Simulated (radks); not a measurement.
# Fractional charge and spin in the 5p shell of iridium

The task here is to estimate one member of a computed series from the others.

The numbers are computed with radks (a radial shooting solver on a logarithmic mesh, Libxc functionals) version 1 (scalar-relativistic Kohn-Sham, r2SCAN, spin-polarised, spherical densities, finite nucleus), except any that are marked as measured or tabulated.

### The atom as given

```
element            : iridium (Z = 77)
configuration      : [Kr] 4d10 4f14 5s2 5d(up 3, down 3) 5p(up 3, down 3)
nuclear rms radius : 5.4032 fm
```

A shell typed twice in an input gives spin up, then spin down.

The first run:

Input:

```text
Z 77
configuration [Kr] 4d10 4f14 5s2 5d3 5d3 5p3 5p3
relativity scalar-relativistic
functional r2scan,r2scan
spin polarised
nucleus finite rms 5.4032 fm
c 137.035999084
```

Among the steps run: 5p: up 3, down 3.

One of the session's tables, all rows but one given; the rest of the session is left out.

It belongs to the step «5p: up 3, down 3». Radial moments (bohr):

```
level     <r>  outermost maximum (interpolated)  90 % within  nodes
   3d       ?                                 ?            ?      ?
   4s  0.4233                             0.397        0.607      3
   4p  0.4502                             0.417        0.653      2
   4d  0.4783                             0.426        0.714      1
   5s  0.9791                             0.891         1.40      4
   4f  0.5346                             0.396        0.867      0
   5p   1.126                              1.00         1.63      3
   5d   1.535                              1.27         2.32      2
```

**Question.** Estimate the row for 3d.

The run gave: <r>: 0.1733; outermost maximum (interpolated): 0.142; 90 % within: 0.269; nodes: 0. In the column «<r>» it is the lowest.
